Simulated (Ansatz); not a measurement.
# TiF+ (triplet): from Hartree-Fock to the top rungs, def2-SVP

One table from this session's results is given with a row withheld; the runs are named, their logs left out.

Computed with Ansatz 0.2.0, Gaussian basis. Level: def2-SVP, core rule «outside noble gas», up to 10 orbitals frozen.

The runs, in order: UHF; CCSD(T) on ROHF; CCSD(T) on UHF; CISD; CCSDT(Q) on ROHF; CCSDT(Q) on UHF; CCSDTQ on ROHF.

11 further runs of the same task are left out: 7 for a known fault of the program, 4 set aside as unsound or not needed.

### The geometry

The geometry is a PBE0/def2-TZVP stationary point (not a proven minimum).

2 atoms, charge 1, spin multiplicity 3.

Atoms are counted from 1 here; the program's logs count them from 0.

Bond lengths: Ti1–F2 1.739 Å.

The first run:

File in.yaml:

```yaml
crystal:
  periodic: [false, false, false]
  atoms:
    - {symbol: Ti, position_ang: [0.000000, 0.000000, 0.000000]}
    - {symbol: F, position_ang: [0.000000, 0.000000, 1.738600]}
basis:
  gaussian: {orbitals: def2-SVP}
total_charge: 1
magnetization: {spin_polarized: true, initial_magnetization: 2}
hamiltonian: {xc: hf}
output: {orbitals: {seedname: orbitals}}
```

Launch:

```sh
$ ansatz run in.yaml --threads 1 --pin off --events-out ev --progress --plain --max-ram 4096MiB --backend cpu
```

Among the steps run: UHF; CCSD(T) on ROHF; CCSD(T) on UHF; CISD; CCSDT(Q) on ROHF; CCSDT(Q) on UHF; CCSDTQ on ROHF.

One of the session's tables, all rows but one given; the rest of the session is left out.

| method | from RCCSDTQ (meV) |
| --- | --- |
| ROHF | +6282.7 |
| UHF | +6203.5 |
| RMP2 | +263.4 |
| UMP2 | +192.6 |
| RCCSD | ? |
| UCCSD | +112.2 |
| RCCSD(T) | +26.6 |
| UCCSD(T) | -36.4 |
| RCCSDT | +14.0 |
| UCCSDT | -48.8 |
| RCCSDT(Q) | +5.5 |
| UCCSDT(Q) | -69.9 |
| RCCSDTQ | 0 |

**Question.** Estimate the row for RCCSD.

The run gave: from RCCSDTQ (meV): +175.4. In the column «from RCCSDTQ (meV)» it lies between UCCSD (+112.2) and UMP2 (+192.6).

Caveats from the session: Restricted and unrestricted rows rest on different reference determinants; where their highest levels disagree by more than a few hundredths of an eV, they describe different states and don't form one ladder.
